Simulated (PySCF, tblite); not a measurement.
**C6H9OS radical: geometry, infrared bands and EPR parameters**

Aim: predict the infrared bands and EPR parameters of C6H9OS radical (`O=CC/C=C\CC[S]`).

The runs use tblite 0.8.0 and PySCF 2.14.0, with density-fitted response routines of our own; the level of theory stands in each step. All values are computed, except where a source is named. Atoms are numbered from 0 throughout.

## (1) The molecule as given

17 atoms, charge 0, multiplicity 2; geometry from: force field or distance geometry start.

Bonds of the start (Å): O0–C1 1.22, C1–C2 1.52, C2–C3 1.50, C3–C4 1.35, C4–C5 1.50, C5–C6 1.54, C6–S7 1.84, C1–H8 1.11, C2–H9 1.10, C2–H10 1.08, C3–H11 1.08, C4–H12 1.08, C5–H13 1.09, C5–H14 1.09, C6–H15 1.08, C6–H16 1.10.

## (2) Relaxing the molecule with GFN2-xTB

The job: settings as JSON, then the geometry in Å.

```
{"job": {"kind": "relax", "xc": "GFN2-xTB", "basis": "xTB"}, "charge": 0, "multiplicity": 2}
O     -3.232200     1.575900    -0.730400
C     -2.201500     1.286900    -0.155200
C     -1.746900    -0.149000     0.074600
C     -0.678900    -0.463900    -0.927000
C      0.602700    -0.759300    -0.629600
C      1.232000    -0.875900     0.726900
C      2.145100     0.312700     1.101200
S      1.180700     1.732000     1.763700
H     -1.510900     2.060700     0.232600
H     -2.617200    -0.808200    -0.090000
H     -1.461800    -0.256900     1.114100
H     -0.974200    -0.420900    -1.963700
H      1.282400    -0.911900    -1.458600
H      0.500100    -1.082000     1.507200
H      1.860800    -1.768400     0.695800
H      2.756800     0.586900     0.251600
H      2.856100    -0.046700     1.863500
```

Command:

```sh
OMP_NUM_THREADS=1 python probes_run.py task.json out
```

One launch serves the whole session: the jobs run in the order shown.

Log:

```text
step      E/eV     max force
  0    -670.72364    1.559
  1    -670.76667    1.867
  2    -670.81470    0.563
  3    -670.84086    0.609
  4    -670.85785    0.658
  5    -670.86321    0.194
  6    -670.86610    0.152
  7    -670.86780    0.183
  8    -670.86929    0.112
  9    -670.87017    0.092
 10    -670.87115    0.114
 11    -670.87231    0.121
 12    -670.87389    0.149
 13    -670.87559    0.116
 14    -670.87708    0.095
 15    -670.87827    0.090
 16    -670.87935    0.096
 17    -670.88043    0.096
 18    -670.88149    0.080
 19    -670.88250    0.085
 20    -670.88345    0.074
 21    -670.88430    0.081
 22    -670.88502    0.068
 23    -670.88568    0.070
 24    -670.88641    0.072
 25    -670.88721    0.080
 26    -670.88802    0.060
 27    -670.88882    0.069
 28    -670.88968    0.080
 29    -670.89066    0.090
 30    -670.89170    0.077
 31    -670.89264    0.072
 32    -670.89355    0.072
 33    -670.89463    0.097
 34    -670.89597    0.116
 35    -670.89734    0.095
 36    -670.89843    0.076
 37    -670.89916    0.049
 38    -670.89961    0.047
 39    -670.89990    0.036
 40    -670.90012    0.044
 41    -670.90033    0.042
 42    -670.90055    0.043
 43    -670.90076    0.042
 44    -670.90092    0.029
 45    -670.90104    0.025
 46    -670.90115    0.028
 47    -670.90129    0.036
 48    -670.90143    0.033
 49    -670.90158    0.029
 50    -670.90174    0.031
 51    -670.90193    0.034
 52    -670.90212    0.036
 53    -670.90232    0.035
 54    -670.90254    0.038
 55    -670.90280    0.037
 56    -670.90305    0.033
 57    -670.90325    0.033
 58    -670.90341    0.030
 59    -670.90358    0.035
 60    -670.90376    0.034
 61    -670.90393    0.028
 62    -670.90406    0.033
 63    -670.90414    0.028
 64    -670.90421    0.022
 65    -670.90428    0.022
 66    -670.90435    0.028
 67    -670.90445    0.035
 68    -670.90457    0.035
 69    -670.90472    0.043
 70    -670.90489    0.052
 71    -670.90512    0.080
 72    -670.90541    0.044
 73    -670.90574    0.064
 74    -670.90607    0.048
 75    -670.90637    0.048
 76    -670.90670    0.067
 77    -670.90700    0.041
 78    -670.90723    0.042
 79    -670.90736    0.036
 80    -670.90751    0.045
 81    -670.90771    0.059
 82    -670.90793    0.043
 83    -670.90808    0.033
 84    -670.90819    0.025
 85    -670.90831    0.032
 86    -670.90846    0.056
 87    -670.90859    0.026
 88    -670.90867    0.037
 89    -670.90873    0.020
 90    -670.90882    0.030
 91    -670.90896    0.053
 92    -670.90914    0.064
 93    -670.90929    0.049
 94    -670.90940    0.025
 95    -670.90952    0.025
 96    -670.90966    0.031
 97    -670.90979    0.024
 98    -670.90987    0.021
 99    -670.90992    0.021
100    -670.90998    0.019
101    -670.91005    0.024
102    -670.91015    0.019
103    -670.91025    0.024
104    -670.91035    0.029
105    -670.91044    0.034
106    -670.91055    0.035
107    -670.91070    0.025
108    -670.91087    0.027
109    -670.91103    0.039
110    -670.91119    0.053
111    -670.91137    0.045
112    -670.91166    0.043
113    -670.91206    0.043
114    -670.91243    0.031
115    -670.91269    0.050
116    -670.91279    0.026
117    -670.91271    0.077
118    -670.91293    0.031
119    -670.91300    0.019
120    -670.91314    0.013
121    -670.91320    0.014
122    -670.91323    0.011
123    -670.91324    0.012
124    -670.91326    0.013
125    -670.91328    0.011
126    -670.91330    0.010
127    -670.91332    0.013
128    -670.91335    0.013
129    -670.91339    0.014
130    -670.91344    0.015
131    -670.91349    0.015
132    -670.91354    0.013
133    -670.91359    0.016
134    -670.91365    0.021
135    -670.91373    0.034
136    -670.91386    0.053
137    -670.91404    0.076
138    -670.91428    0.090
139    -670.91456    0.078
140    -670.91483    0.063
141    -670.91499    0.061
142    -670.91534    0.084
143    -670.91546    0.078
144    -670.91577    0.029
145    -670.91589    0.052
146    -670.91606    0.032
147    -670.91614    0.039
148    -670.91621    0.016
149    -670.91625    0.011
150    -670.91629    0.041
151    -670.91630    0.012
152    -670.91632    0.006
```

Run time: 1.8 s. Hardware: 1 thread of Arm Neoverse N1, shared host.

Step by step: (not every step is listed)

| step | energy from step 0 (eV) | largest force (eV/Å) |
| --- | --- | --- |
| 0 | 0.0000 | 1.5590 |
| 1 | -0.0430 | 1.8675 |
| 2 | -0.0911 | 0.5629 |
| 3 | -0.1172 | 0.6086 |
| 4 | -0.1342 | 0.6578 |
| 5 | -0.1396 | 0.1939 |
| 6 | -0.1425 | 0.1518 |
| 7 | -0.1442 | 0.1828 |
| 8 | -0.1456 | 0.1120 |
| 21 | -0.1607 | 0.0812 |
| 34 | -0.1723 | 0.1161 |
| 47 | -0.1776 | 0.0362 |
| 60 | -0.1801 | 0.0344 |
| 73 | -0.1821 | 0.0641 |
| 86 | -0.1848 | 0.0558 |
| 99 | -0.1863 | 0.0213 |
| 112 | -0.1880 | 0.0433 |
| 125 | -0.1896 | 0.0107 |
| 138 | -0.1906 | 0.0898 |
| 147 | -0.1925 | 0.0388 |
| 148 | -0.1926 | 0.0164 |
| 149 | -0.1926 | 0.0112 |
| 150 | -0.1926 | 0.0411 |
| 151 | -0.1927 | 0.0119 |
| 152 | -0.1927 | 0.0057 |

Distances of close pairs at the start and the end, largest changes first:

| bond | before (Å) | after (Å) | change (Å) |
| --- | --- | --- | --- |
| C6–S7 | 1.839 | 1.805 | -0.034 |
| C3–C4 | 1.348 | 1.325 | -0.024 |
| O0–C1 | 1.215 | 1.195 | -0.020 |
| C1–C2 | 1.524 | 1.508 | -0.016 |
| C5–C6 | 1.545 | 1.529 | -0.015 |
| C2–H9 | 1.104 | 1.091 | -0.013 |
| C6–H16 | 1.103 | 1.091 | -0.011 |
| C6–H15 | 1.082 | 1.091 | +0.009 |

The final coordinates are the input of the step that follows.

## (3) Vibrational analysis with GFN2-xTB

The job: settings as JSON, then the geometry in Å.

```
{"job": {"kind": "ir", "xc": "GFN2-xTB", "basis": "xTB"}, "charge": 0, "multiplicity": 2}
O     -2.984682     1.795401     0.031378
C     -1.986902     1.155446     0.182155
C     -1.840028    -0.319283    -0.096291
C     -0.664095    -0.548464    -1.000593
C      0.593476    -0.732022    -0.627174
C      1.129545    -0.766617     0.770274
C      2.088240     0.398423     1.020802
S      1.254157     1.999169     1.018876
H     -1.040568     1.619065     0.542637
H     -2.758342    -0.695073    -0.549275
H     -1.690806    -0.813813     0.866266
H     -0.898203    -0.522012    -2.055465
H      1.347278    -0.866623    -1.392597
H      0.328312    -0.731855     1.508494
H      1.690267    -1.696065     0.913179
H      2.857655     0.439167     0.247894
H      2.567699     0.297188     1.996089
```

Log:

```text
mode    cm-1     km/mol
  1      24.5      1.37
  2      61.9      7.48
  3      84.5      7.09
  4      91.7      1.56
  5     190.4      0.22
  6     250.8      2.90
  7     281.2      0.99
  8     352.0      3.78
  9     482.4     12.41
 10     517.8      0.77
 11     557.7      3.49
 12     692.6     21.95
 13     769.8     29.69
 14     814.3      3.53
 15     826.5      1.16
 16     921.7      2.83
 17     930.7      0.51
 18     974.2      8.45
 19     988.0      3.31
 20    1016.7     20.00
 21    1055.8     32.78
 22    1062.9     10.06
 23    1116.7     16.82
 24    1151.4      2.72
 25    1163.6      2.63
 26    1243.7      6.85
 27    1249.8     14.20
 28    1272.6      1.24
 29    1298.1      0.39
 30    1347.2     20.45
 31    1359.1     16.62
 32    1421.1      4.01
 33    1438.7      4.31
 34    1464.4      4.24
 35    1721.4     19.56
 36    1798.8    491.77
 37    2662.7    449.42
 38    2941.7     31.77
 39    2959.4      8.94
 40    2967.6      5.95
 41    2969.2     13.46
 42    3003.6     17.27
 43    3005.2     18.55
 44    3053.3     19.13
 45    3077.2     40.88
```

Wall time 1.1 s (1 thread of Arm Neoverse N1, shared host).

Which atoms move in the most intense modes:

| cm⁻¹ | km/mol | atoms |
| --- | --- | --- |
| 693 | 21.9 | C6 48 %, S7 29 % |
| 770 | 29.7 | H11 29 %, H12 27 %, C3 12 % |
| 1056 | 32.8 | C5 23 %, C6 19 %, C2 12 %, C1 12 % |
| 1347 | 20.4 | H8 83 % |
| 1799 | 491.8 | C1 58 %, O0 39 % |
| 2663 | 449.4 | H8 94 % |
| 2942 | 31.8 | H14 92 % |
| 3077 | 40.9 | H11 83 % |

## (4) g tensor and hyperfine couplings: B3LYP/pcH-1

Same as in step 3 but for these lines:

```diff
@@ -1,2 +1,2 @@
-{"job": {"kind": "ir", "xc": "GFN2-xTB", "basis": "xTB"}, "charge": 0, "multiplicity": 2}
+{"job": {"kind": "epr", "basis": "pcH-1"}, "charge": 0, "multiplicity": 2}
 O     -2.984682     1.795401     0.031378
```

Level: UKS B3LYP, pcH-1 on C H O S, non-relativistic, mean-field spin-orbit, GIAO.

Log:

```text
UKS, coarse grid
  cycle   1  E = -707.28667960  |g| = 5.89e-01
  cycle   2  E = -706.49892970  |g| = 1.43e+00
  cycle   3  E = -707.39007311  |g| = 2.51e-01
  cycle   4  E = -707.42345189  |g| = 6.61e-02
  cycle   5  E = -707.42511206  |g| = 3.05e-02
  cycle   6  E = -707.42550610  |g| = 1.69e-02
  cycle   7  E = -707.42564795  |g| = 4.40e-03
  cycle   8  E = -707.42566368  |g| = 2.14e-03
  cycle   9  E = -707.42567170  |g| = 1.12e-03
  cycle  10  E = -707.42567756  |g| = 7.70e-04
UKS, final grid
  cycle   1  E = -707.42568245  |g| = 9.32e-04
  cycle   2  E = -707.42568681  |g| = 1.61e-03
  cycle   3  E = -707.42568907  |g| = 6.33e-04
  cycle   4  E = -707.42569406  |g| = 6.34e-04
  cycle   5  E = -707.42573168  |g| = 5.45e-04
  cycle   6  E = -707.42573681  |g| = 4.46e-04
  cycle   7  E = -707.42573696  |g| = 3.54e-04
  cycle   8  E = -707.42574481  |g| = 2.86e-04
  cycle   9  E = -707.42574571  |g| = 1.56e-04
  cycle  10  E = -707.42574577  |g| = 4.58e-05
  cycle  11  E = -707.42574579  |g| = 2.09e-05
  cycle  12  E = -707.42574579  |g| = 1.04e-05
E = -707.42574579 Eh   <S^2> = 0.7529 (exact 0.7500)
g shifts (ppm)      1          2          3
  rmc          -233       -233       -233
  gc            -12         35         38
  oz_so          41      18738     498330
  total        -196      18561     498171
hyperfine (MHz)  atom isotope    a_iso     a_fc   dipolar eigenvalues
    0   17O      -3.12      -3.12    -13.56      6.55      7.01
    1   13C       9.56       9.56     -4.28     -3.30      7.59
    2   13C       5.86       5.86     -1.80     -1.15      2.95
    3   13C       0.68       0.68     -1.02     -0.16      1.17
    4   13C       0.43       0.43     -2.20     -1.66      3.86
    5   13C      23.81      23.81     -2.66     -2.06      4.71
    6   13C     -13.22     -13.22     -2.23     -0.77      3.00
    7   33S      17.97      17.97    -85.22    -84.15    169.37
    8    1H      19.03      19.03    -10.09     -9.31     19.40
    9    1H       2.22       2.22     -1.41     -0.44      1.85
   10    1H      -1.28      -1.28     -1.43     -0.46      1.89
   11    1H       0.84       0.84     -1.03     -0.64      1.67
   12    1H      -1.16      -1.16     -1.95     -0.97      2.92
   13    1H      -1.17      -1.17     -2.72     -1.98      4.70
   14    1H      -1.37      -1.37     -2.28     -1.11      3.39
   15    1H       0.21       0.21     -3.96     -2.78      6.75
   16    1H      72.50      72.50     -5.28     -1.76      7.03
```

Wall time 3.5 min (1 thread of Arm Neoverse N1, shared host); peak memory 0.97 GiB.

Principal g values 2.00212, 2.02088, 2.50049; g(iso) = 2.17450, against 2.00232 for a free electron. They are not to be trusted: the run shows a large g shift, which the driver flags as unsure.

Mean a(iso) over the nuclei that a row names, and the largest dipolar term of the row (other rows stand at the frozen geometry):

| nuclei | isotope | a(iso) (MHz) | a(iso) (G, at g = 2.0023) | largest dipolar term (MHz) |
| --- | --- | --- | --- | --- |
| H15, H16 | 1H | 36.4 | 13.0 | 7.0 |
| C5 | 13C | 23.8 | 8.5 | 4.7 |
| H8 | 1H | 19.0 | 6.8 | 19.4 |
| S7 | 33S | 18.0 | 6.4 | 169.4 |
| C6 | 13C | -13.2 | -4.7 | 3.0 |
| C1 | 13C | 9.6 | 3.4 | 7.6 |
| C2 | 13C | 5.9 | 2.1 | 3.0 |
| O0 | 17O | -3.1 | -1.1 | -13.6 |
| H13, H14 | 1H | -1.3 | -0.5 | 4.7 |
| H12 | 1H | -1.2 | -0.4 | 2.9 |
| H11 | 1H | 0.8 | 0.3 | 1.7 |
| C3 | 13C | 0.7 | 0.2 | 1.2 |
| H9, H10 | 1H | 0.5 | 0.2 | 1.9 |
| C4 | 13C | 0.4 | 0.2 | 3.9 |

Mulliken spin populations:

O0 0.04; C1 0.02; C2 0.01; C3 -0.01; C4 0.02; C5 0.02; C6 -0.03; S7 0.92; H8 -0.01; H9 0.00; H10 0.00; H11 0.00; H12 0.00; H13 0.00; H14 0.00; H15 0.00; H16 0.02

Orbitals, density, ELF and potential are computed afterwards from the orbital file.

ELF in a plane through or near 6 of the atoms.

Ten even steps from ' ' (0.00) to '@' (1.00):
```
                                                        
                                                        
                ..--======::..                          
              ..--**##%%##++::          ..::..          
              ..==##%%@@@@##==        ..++**==::        
                --****##@@%%::::%%##::--##%%%%**::      
          ......--**++**%%**..**@@@@****##==%%%%==..    
        ..--++**++%%%%**##==..##@@@@::--##**@@%%++..    
          ::++**--::**::      ..--**::::++++####==      
          ..++##--::**::          ++%%##::  ....        
          ..++##******====------++****++::              
          ..::--::--==####++##****@@**++****--          
                    ::**..--##==::**==::++%%**::        
                    ::**====%%%%==++--  ..--::          
                    ::************++--                  
                    ..------------::..                  
                        ..........                      
                                                        
                                                        
                                                        
```
The map spans 11.3 Å across and 9.2 Å up, centred on the molecule. Atoms in the plane (x, y in Å): O0 (3.1, 1.6), C1 (2.0, 1.1), C3 (0.9, -1.1), C4 (-0.4, -1.1), C6 (-2.2, 0.6), H8 (1.1, 1.6).

On the surface of density 0.002 e/bohr³ the electrostatic potential runs, from the 1st to the 99th percentile, from -1.55 V near O0 to 1.16 V near H10.

The spin density lies nearest to S7 78 %.

## (5) What came out

| quantity | value |
| --- | --- |
| strongest single infrared mode (GFN2-xTB) | 1799 cm⁻¹, 492 km/mol |
| zero-point energy (GFN2-xTB) | 83.8 kcal/mol |
| g(iso) (B3LYP) | 2.17450 |
| ⟨S²⟩ | 0.753 (exact 0.75) |
| largest a(iso) (averaged by class) | 1H on H15, H16, 36.4 MHz |
| surface potential, 1st and 99th percentile | -1.55 V and 1.16 V |
| property runs in this session | 1, of which 0 failed and 1 gave unsound results |

Over 152 steps the energy fell by 0.193 eV; of the close pairs, C6–S7 changed most, 1.839 to 1.805 Å. No mode is imaginary among the 45: a minimum at this level. The strongest single mode, at 1799 cm⁻¹, moves mainly C1 and O0. GFN2-xTB is a fitted tight-binding method: band positions and strengths are rough. Its intensities can rank the bands wrongly. Most of the unpaired spin sits on S7 (0.92 e). The isotropic g lies 172.2 ppt above the free-electron value. These values are not to be trusted: the run shows a large g shift, which the driver flags as unsure.
